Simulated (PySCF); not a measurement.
# H5O2PSi: the cost of one run

The runs use PySCF 2.14.0, with density-fitted response routines of our own; the level of theory stands in each step. All values are computed, except where a source is named. Atoms are numbered from 0 throughout.

**1. The molecule as given**

9 atoms, charge 0, multiplicity 1; geometry from: GFN2-xTB. The atoms were then displaced at random by about 0.01 Å, so the start is not that level's minimum.

Bonds of the start (Å): O0–Si1 1.63, Si1–O2 1.64, Si1–P3 2.27, O0–H4 0.97, Si1–H5 1.46, O2–H6 0.96, P3–H7 1.38, P3–H8 1.36.

**2. Geometry optimisation at PBE0-D3(BJ)/def2-SVP**

The job: settings as JSON, then the geometry in Å.

```
{"job": {"xc": "PBE0", "basis": "def2-SVP", "d3": "d3bj", "grid": 1, "shake": 0.01, "kind": "geom"}, "charge": 0, "multiplicity": 1}
O     -0.928940    -1.363720     0.681320
Si    -0.314680    -0.179160    -0.249050
O     -1.433360     1.022640    -0.315830
P      1.559730     0.492060     0.842770
H     -1.899780    -1.448160     0.700260
H     -0.107960    -0.673870    -1.609120
H     -1.168050     1.898410    -0.596680
H      2.197480     0.966500    -0.285520
H      2.153360    -0.731850     0.798120
```

Run with:

```
OMP_NUM_THREADS=1 python probes_run.py task.json out
```

The driver reads the jobs from task.json and runs them one after another.

Q: Estimate the wall time and peak memory of this first job on 1 thread of Arm Neoverse V2, shared host.

About 54 s, with a peak of 0.38 GiB.
